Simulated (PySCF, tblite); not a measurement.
# C7H8ClFSi: geometry, infrared bands and NMR shifts

What infrared bands and NMR shifts should C7H8ClFSi (`C=C(C)[Si@@H]1C=C(F)C(Cl)=C1`) show?

Computed with tblite 0.8.0 and PySCF 2.14.0, with density-fitted response routines of our own, on a single molecule in the gas phase. Atoms count from 0, in the outputs and in this text.

**1. Starting geometry**

18 atoms, charge 0, multiplicity 1; geometry from: force field or distance geometry start.

Bonds of the start (Å): C0–C1 1.36, C1–C2 1.49, C1–Si3 1.86, Si3–C4 1.87, C4–C5 1.33, C5–F6 1.35, C5–C7 1.46, C7–Cl8 1.70, C7–C9 1.35, C9–Si3 1.88, C0–H10 1.08, C0–H11 1.10, C2–H12 1.09, C2–H13 1.10, C2–H14 1.11, Si3–H15 1.46, C4–H16 1.08, C9–H17 1.07.

**2. Geometry optimisation with GFN2-xTB**

What the job is given:

```
{"job": {"kind": "relax", "xc": "GFN2-xTB", "basis": "xTB"}, "charge": 0, "multiplicity": 1}
C     -1.515000    -0.988500     0.971000
C     -1.413100    -0.121300    -0.066600
C     -2.606800     0.356800    -0.809600
Si     0.222500     0.549500    -0.653100
C      1.496500    -0.802500    -0.904200
C      2.489900    -0.657000    -0.028300
F      3.549200    -1.487800     0.004500
C      2.384000     0.456600     0.909200
Cl     3.573300     0.750300     2.091700
C      1.269400     1.204000     0.766900
H     -0.668300    -1.351900     1.530500
H     -2.497300    -1.361400     1.293400
H     -2.561500     0.081500    -1.860600
H     -3.538300    -0.071300    -0.419200
H     -2.714200     1.458500    -0.741100
H      0.127500     1.485900    -1.770500
H      1.410300    -1.556500    -1.667500
H      0.983000     2.061400     1.341900
```

The run is started by

```sh
> OMP_NUM_THREADS=1 python probes_run.py task.json out
```

One launch serves the whole session: the jobs run in the order shown.

**Question.** This job is followed by: GFN2-xTB harmonic vibrations, gas phase; GIAO PBE0/pcSseg-1 NMR shielding, non-relativistic, gas phase. What will the session give for the following? strongest single infrared mode (GFN2-xTB); zero-point energy (GFN2-xTB); 13C shifts against TMS (PBE0/pcSseg-1); 1H shifts against TMS (PBE0/pcSseg-1, means over atoms taken as alike); 29Si shifts against TMS (PBE0/pcSseg-1); 19F shifts against CFCl3 (PBE0/pcSseg-1); 35Cl shifts against HCl (PBE0/pcSseg-1); surface potential, 1st and 99th percentile.

The runs gave:

| quantity | value |
| --- | --- |
| strongest single infrared mode (GFN2-xTB) | 2252 cm⁻¹, 294 km/mol |
| zero-point energy (GFN2-xTB) | 78.0 kcal/mol |
| 13C shifts against TMS (PBE0/pcSseg-1) | 174.9, 152.7, 141.9, 136.7, 134.6, 104.4, 29.3 ppm |
| 1H shifts against TMS (PBE0/pcSseg-1, means over atoms taken as alike) | 6.22, 6.19, 5.62, 5.31, 4.82, 2.12 ppm |
| 29Si shifts against TMS (PBE0/pcSseg-1) | -36.7 ppm |
| 19F shifts against CFCl3 (PBE0/pcSseg-1) | -85.3 ppm |
| 35Cl shifts against HCl (PBE0/pcSseg-1) | 246 ppm |
| surface potential, 1st and 99th percentile | -0.84 V and 1.28 V |

What this shows: Relaxing lowered the energy by 0.159 eV in 26 steps; the close pair that moved most is C1–Si3, from 1.863 to 1.892 Å. The lowest mode is slightly imaginary (19i cm⁻¹), a soft motion within the noise of the Hessian, so the minimum is not strictly shown. The strongest single mode, at 2252 cm⁻¹, moves mainly H15. Unscaled tight-binding wavenumbers are off by several per cent, some by more. Its intensities can rank the bands wrongly. At PBE0/pcSseg-1: The largest span, 512 ppm, is at Cl8, where the paramagnetic term is -440 ppm. By nearest atom (PBE0/pcSseg-1), the HOMO sits on C4, C9 about 25 % each; C5, C7 about 11 % each and the LUMO on C7, C9 about 20 % each; C4, C5 about 15 % each.
